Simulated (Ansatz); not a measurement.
# Ba: the crystal squeezed far

One table from this session's results is given with a row withheld; the runs are named, their logs left out.

Method: DFT PBEsol, with the methods named in each step, in Ansatz 0.2.0.

## The system as given

It takes space group P6_3/mmc (No. 194, hexagonal). Conventional cell: a = 4.357 Å, b = 4.357 Å, c = 7.058 Å, α = 90.00°, β = 90.00°, γ = 120.00°. Ba (site symmetry -6m2) is surrounded by 12 Ba at 4.33 to 4.36 Å.

As a file:

```
CELL_PARAMETERS angstrom
4.35687 0.00000 0.00000
-2.17844 3.77316 0.00000
0.00000 0.00000 7.05813
ATOMIC_POSITIONS crystal
Ba 0.33333 0.66667 0.25000
Ba 0.66667 0.33333 0.75000
```

Whether this phase is the stable one at these pressures isn't tested.

Atoms are numbered in the order of the input: Ba1, Ba2.

Set-up of the first run:

input.yaml reads:

```yaml
crystal:
  lattice:
    - [4.3568728122, 0.0, 0.0]
    - [-2.1784364061, 3.7731625364, 0.0]
    - [0.0, 0.0, 7.0581339558]
  atoms:
    - { symbol: Ba, position: [0.3333333333, 0.6666666667, 0.25] }
    - { symbol: Ba, position: [0.6666666667, 0.3333333333, 0.75] }
kpoints:
  mp_grid: { grid: [10, 10, 6] }
scf:
  occupations: { method: fermi_dirac, width: 0.08 }
hamiltonian:
  xc: pbesol
  pseudopotentials: { kind: paw }
output:
  forces: true
  stress: true
relax:
  f_tol: 0.005
  max_steps: 40
  cell: {}
```

Command:

```bash
$ ansatz run input.yaml --threads 1 --pin off --max-ram 2048MiB --backend cpu --events-out ev --progress --plain --runs-dir out
```

Among the steps run: Cell relaxed at zero pressure, PAW; Volume scaled by 1, PAW; Shape and atoms relaxed at 0.9 of the volume, PAW; Volume scaled by 0.9, PAW; Shape and atoms relaxed at 0.8 of the volume, PAW; Volume scaled by 0.8, PAW; Shape and atoms relaxed at 0.7 of the volume, PAW; Volume scaled by 0.7, PAW; Shape and atoms relaxed at 0.6 of the volume, PAW; Volume scaled by 0.6, PAW; Volume scaled by 0.6, PAW (source ansatz); Shape and atoms relaxed at 0.5 of the volume, PAW; Volume scaled by 0.5, PAW; Shape and atoms relaxed at 0.4 of the volume, PAW; Volume scaled by 0.4, PAW; Volume scaled by 0.4, PAW (level accurate).

One of the session's tables, all rows but one given; the rest of the session is left out.

```
              method  volume over the first  volume (Å³/atom)  pressure (GPa)
                 PAW                      1            58.068            0.00
                 PAW                    0.9            52.261            0.99
                 PAW                    0.8            46.455            2.36
                 PAW                    0.7            40.648            4.12
                 PAW                    0.6            34.841            7.11
                 PAW                    0.5                 ?               ?
                 PAW                    0.4            23.227           28.11
PAW (level accurate)                    0.4            23.227           28.18
 PAW (source ansatz)                    0.6            34.841            7.14
```

Estimate the missing values for PAW, 0.5.

**Answer.** volume (Å³/atom): 29.034; pressure (GPa): 13.11. In the column «volume (Å³/atom)» it lies between PAW (level accurate), 0.4 (23.227) and PAW, 0.6 (34.841).
